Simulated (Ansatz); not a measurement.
## NbTe: single point with PBE

Crystal: NbTe.

```
CELL_PARAMETERS angstrom
3.42570 0.00000 0.00000
0.00000 3.42570 0.00000
0.00000 0.00000 3.42570
ATOMIC_POSITIONS crystal
Nb 0.50000 0.50000 0.50000
Te 0.00000 0.00000 0.00000
```

The cell was built by a generator and needn't be a form met in nature.

```yaml
Program: Ansatz 0.2.0
Task: single point
Functional: PBE
Potentials_or_basis: Ansatz PAW
Cutoff: "420 eV (not typed: the program's choice for these potentials)"
k_mesh: 8 × 8 × 8
Occupations: gaussian, width 0.013 eV
Spin: no spin polarisation
```

```yaml
Pressure: -0.1 GPa
Band_gap_on_the_k_mesh: none (metal or under the smearing width)
```

Levels at points of the mesh, in eV from the Fermi level:
| k point | band 12 | band 13 | band 14 | band 15 | band 16 | band 17 |
| --- | --- | --- | --- | --- | --- | --- |
| (0.00, 0.00, 0.00) | -2.65 | -1.20 | -1.20 | -1.20 | 1.07 | 1.07 |
| (0.00, 0.00, -0.50) | -2.80 | -2.80 | -1.89 | 1.22 | 2.28 | 4.57 |
| (0.00, -0.50, -0.50) | -5.53 | -2.60 | -0.35 | -0.35 | 0.60 | 1.21 |
| (-0.50, -0.50, -0.50) | -6.42 | -6.42 | 2.08 | 2.08 | 2.08 | 2.61 |

Run time: 1.7 s on 2 threads of Intel(R) Xeon(R) Processor @ 2.70GHz, with other jobs on the host, peak memory 0.35 GiB.

Spin-orbit coupling is left out, which matters for the levels of Te.
